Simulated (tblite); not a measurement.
# How the settings of tblite move a run on CdTe

Simulated with tblite 0.8.0. This is a test of settings. The cell began as a measured structure and was relaxed with r2SCAN in plane waves (Ansatz 0.2.0). All runs are without spin polarisation.

It is cubic, F-43m (No. 216); conventional cell a = 6.560 Å, 35.28 Å³ an atom. Cd is surrounded by 4 Te at 2.84 Å; Te is surrounded by 4 Cd at 2.84 Å.

The base run uses GFN1-xTB on a cluster of 64 atoms.

```python
import json
from ase import Atoms
from ase.build import make_supercell
from ase.units import Bohr, GPa, Hartree
from tblite.interface import Calculator

atoms = Atoms(['Cd', 'Te'],
              cell=[[0.0, 3.27990125, 3.27990125], [3.27990125, 0.0, 3.27990125], [3.27990125, 3.27990125, 0.0]],
              scaled_positions=[[0.0, 0.0, 0.0], [0.25, 0.25, 0.25]],
              pbc=True)
cluster = make_supercell(atoms, [[-2, 2, 2], [-2, -2, 2], [2, -2, 2]])
calc = Calculator('GFN1-xTB', cluster.numbers, cluster.positions / Bohr, lattice=cluster.cell[:] / Bohr, periodic=cluster.pbc)
calc.set('temperature', 0.02 / Hartree)
calc.set('max-iter', 150)
res = calc.singlepoint()
levels = res.get('orbital-energies') * Hartree
nv = round(res.get('orbital-occupations').sum() / 2)
cells = len(cluster) // len(atoms)
out = {'energy_per_cell': res.get('energy') * Hartree / cells, 'homo': levels[nv - 1], 'lumo': levels[nv],
       'stress': (-res.get('virial') * Hartree / cluster.get_volume() / GPa).tolist(), 'charges': res.get('charges')[:len(atoms)].tolist(), 'electrons': 2 * nv / cells}
json.dump(out, open('results.json', 'w'))
for key, value in out.items():
    print(key, value)
```

Command: `python run.py`. It took 2.2 s on 1 thread of Arm Neoverse V2, on a shared host, peak memory 0.12 GiB.

It converged with no gap at the points read and a pressure of 2.05 GPa (positive in compression). xTB was fitted to molecules, so gaps, charges and pressures of solids can be far off.

Each further run moved one setting: temperature (electronic temperature in eV); method (Hamiltonian); cluster (size of the cluster in conventional cells). Changes are from the base run, which isn't itself converged in every setting; energies of another Hamiltonian, functional, basis or charge aren't compared, and those at a high electronic temperature are mostly its entropy term.

```json
{"setting": "temperature = 0.001", "how it ended": "converged", "gap change (eV)": "0.00", "energy change (meV/atom)": "1.1", "pressure change (GPa)": "0.00", "time (s)": "2.2"}
{"setting": "method = IPEA1-xTB", "how it ended": "converged", "gap change (eV)": "2.75", "energy change (meV/atom)": "–", "pressure change (GPa)": "-5.15", "time (s)": "1.7"}
{"setting": "temperature = 0.3", "how it ended": "converged", "gap change (eV)": "0.00", "energy change (meV/atom)": "-31.0", "pressure change (GPa)": "0.01", "time (s)": "2.2"}
{"setting": "temperature = 2.0 (poor on purpose)", "how it ended": "converged", "gap change (eV)": "0.00", "energy change (meV/atom)": "-1924.9", "pressure change (GPa)": "9.25", "time (s)": "2.2"}
{"setting": "cluster = 1x1x1 (poor on purpose)", "how it ended": "converged", "gap change (eV)": "0.00", "energy change (meV/atom)": "568.4", "pressure change (GPa)": "8.02", "time (s)": "0.73"}
```

Spin-orbit coupling is left out, which matters wherever the heavy atoms make up the band edges.
